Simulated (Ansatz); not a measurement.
# CH5F2NOSi: a ladder of functionals and wavefunction methods

The task here is to estimate one member of a computed series from the others.

Method: functionals in def2-TZVPP, the program's frozen cores in correlated methods; program: Ansatz 0.2.0, Gaussian basis.

Plan: PBE-D4, r2SCAN-D4, PBE0-D4, B3LYP-D4, ωB97X-V, ωB97M-V, B2PLYP; CCSD(T)/def2-TZVPP; MP2/def2-QZVPP; extrapolation to the limit.

## The relaxed structure

An earlier PBE0-D4 in a triple-zeta def2 set relaxation fixed the geometry.

SMILES `OC(F)(F)N[SiH3]`, 11 atoms, charge 0, spin multiplicity 1.

Atoms are counted from 1 here; the program's logs count them from 0.

Bond lengths: O1–C2 1.355 Å, O1–H7 0.964 Å, C2–F3 1.364 Å, C2–F4 1.378 Å, C2–N5 1.385 Å, N5–Si6 1.737 Å, N5–H8 1.006 Å, Si6–H9 1.484 Å, Si6–H10 1.483 Å, Si6–H11 1.483 Å. Angles: C2–O1–H7 108.3°, O1–C2–F3 111.6°, O1–C2–F4 108.1°, O1–C2–N5 111.4°, F3–C2–F4 103.4°, F3–C2–N5 108.9°, F4–C2–N5 113.3°, C2–N5–Si6 125.6°, C2–N5–H8 113.3°, Si6–N5–H8 121.0°, N5–Si6–H9 104.0°, N5–Si6–H10 112.1°, N5–Si6–H11 111.6°, H9–Si6–H10 109.8°, H9–Si6–H11 110.3°, H10–Si6–H11 108.9°.

Set-up of the first run:

Input file in.yaml:

```yaml
crystal:
  periodic: [false, false, false]
  atoms:
    - {symbol: O, position_ang: [-0.007925, -2.174116, -0.333690]}
    - {symbol: C, position_ang: [-0.408362, -0.982133, 0.171265]}
    - {symbol: F, position_ang: [0.003454, -0.820829, 1.461773]}
    - {symbol: F, position_ang: [-1.782725, -0.999432, 0.273560]}
    - {symbol: N, position_ang: [0.070674, 0.073078, -0.586423]}
    - {symbol: Si, position_ang: [0.564189, 1.619673, 0.032571]}
    - {symbol: H, position_ang: [-0.545841, -2.867528, 0.065491]}
    - {symbol: H, position_ang: [0.054112, -0.107337, -1.575978]}
    - {symbol: H, position_ang: [0.805359, 2.433777, -1.183961]}
    - {symbol: H, position_ang: [1.809672, 1.529338, 0.832435]}
    - {symbol: H, position_ang: [-0.497307, 2.238512, 0.863558]}
basis:
  gaussian: {orbitals: def2-TZVPP}
hamiltonian: {xc: pbe, dispersion: d4}
output: {forces: true, orbitals: {seedname: orbitals}}
```

Command:

```
$ ansatz run in.yaml --threads 4 --pin off --events-out ev --progress --plain --max-ram 10444MiB
```

Steps of the session up to this table: PBE-D4 (GGA); r2SCAN-D4 (meta-GGA); PBE0-D4 (hybrid); B3LYP-D4 (hybrid); ωB97X-V (range-separated); ωB97M-V (range-separated); B2PLYP (double hybrid); CCSD(T) in def2-TZVPP; MP2 in def2-QZVPP.

One table of the session follows, with a row left open; its other results are not shown here.

```
            method  atomisation energy (kJ/mol)
            PBE-D4                       4079.7
         r2SCAN-D4                       3982.7
           PBE0-D4                       3965.3
          B3LYP-D4                       3966.9
           ωB97X-V                       4007.8
           ωB97M-V                            ?
            B2PLYP                       3927.3
     HF/def2-TZVPP                       2714.8
    MP2/def2-TZVPP                       3959.8
   CCSD/def2-TZVPP                       3787.3
CCSD(T)/def2-TZVPP                       3857.6
           MP2/CBS                       4083.5
       CCSD(T)/CBS                       3981.3
```

Estimate the missing values for ωB97M-V.

**Answer.** atomisation energy (kJ/mol): 4001.6. In the column «atomisation energy (kJ/mol)» it lies between r2SCAN-D4 (3982.7) and ωB97X-V (4007.8).

To keep in mind: Free atoms (1 O, 1 C, 2 F, 1 N, 1 Si, 5 H) were run apart at each level; the atomisation energy is their sum less the molecule, without zero-point or spin-orbit terms.
